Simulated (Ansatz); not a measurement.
**CH₆F₂GeOSi: small, medium and large basis sets**

Aim: see how fast density functionals converge with the basis set for CH₆F₂GeOSi.

Computed with Ansatz 0.2.0, Gaussian basis. Level: one geometry, several basis sets.

Plan: PBE0-D4/def2-SVP; ωB97M-V/def2-SVP; PBE0-D4/def2-QZVPP; ωB97M-V/def2-QZVPP; the functionals' def2-TZVPP values are taken from earlier runs.

## (1) The geometry

All runs share one geometry, relaxed beforehand with PBE0-D4 in a triple-zeta def2 set.

SMILES `CO[Si](F)(F)[GeH3]`, 12 atoms, charge 0, spin multiplicity 1.

Atoms are counted from 1 here; the program's logs count them from 0.

Bond lengths: C1–O2 1.417 Å, C1–H7 1.093 Å, C1–H8 1.093 Å, C1–H9 1.090 Å, O2–Si3 1.613 Å, Si3–F4 1.593 Å, Si3–F5 1.593 Å, Si3–Ge6 2.363 Å, Ge6–H10 1.534 Å, Ge6–H11 1.535 Å, Ge6–H12 1.534 Å. Angles: O2–C1–H7 110.9°, O2–C1–H8 110.9°, O2–C1–H9 107.9°, H7–C1–H8 109.2°, H7–C1–H9 109.0°, H8–C1–H9 109.0°, C1–O2–Si3 127.3°, O2–Si3–F4 110.1°, O2–Si3–F5 110.0°, O2–Si3–Ge6 109.3°, F4–Si3–F5 104.3°, F4–Si3–Ge6 111.5°, F5–Si3–Ge6 111.5°, Si3–Ge6–H10 109.6°, Si3–Ge6–H11 109.9°, Si3–Ge6–H12 109.6°, H10–Ge6–H11 109.2°, H10–Ge6–H12 109.3° and more.

## (2) PBE0-D4 in def2-SVP

in.yaml reads:

```yaml
crystal:
  periodic: [false, false, false]
  atoms:
    - {symbol: C, position_ang: [-0.783059, -2.159008, 0.379255]}
    - {symbol: O, position_ang: [-0.668915, -0.776291, 0.090768]}
    - {symbol: Si, position_ang: [0.679908, 0.108009, 0.055413]}
    - {symbol: F, position_ang: [1.712906, -0.512859, -0.985951]}
    - {symbol: F, position_ang: [1.429755, 0.015470, 1.457634]}
    - {symbol: Ge, position_ang: [0.136050, 2.341258, -0.490971]}
    - {symbol: H, position_ang: [-0.412559, -2.380421, 1.383610]}
    - {symbol: H, position_ang: [-0.227241, -2.756498, -0.348104]}
    - {symbol: H, position_ang: [-1.838437, -2.425758, 0.324314]}
    - {symbol: H, position_ang: [-0.538738, 2.385185, -1.868108]}
    - {symbol: H, position_ang: [1.410719, 3.195064, -0.526117]}
    - {symbol: H, position_ang: [-0.823590, 2.910451, 0.562057]}
basis:
  gaussian: {orbitals: def2-SVP}
hamiltonian: {xc: pbe0, dispersion: d4}
output: {orbitals: {seedname: orbitals}}
```

The run is started by

```
> ansatz run in.yaml --threads 4 --pin off --events-out ev --progress --plain --max-ram 11315MiB
```

After this run come: ωB97M-V in def2-SVP; PBE0-D4 in def2-QZVPP; ωB97M-V in def2-QZVPP.

**Question.** What will the summary of the whole plan be? Wanted: PBE0-D4: double and triple zeta above quadruple; ωB97M-V: double and triple zeta above quadruple.

As calculated:

| quantity | value |
| --- | --- |
| PBE0-D4: double and triple zeta above quadruple | 22.91, 2.00 eV |
| ωB97M-V: double and triple zeta above quadruple | 23.07, 1.93 eV |

**Reading.** PBE0-D4 gains 20.92 eV from double to triple zeta, then 2.00 eV more. Total energies overstate the basis error of differences, where much of it tends to cancel. The LUMO of ωB97M-V is positive and keeps falling with the basis (2.42 to 1.70 eV): an unbound level that the basis holds in place.
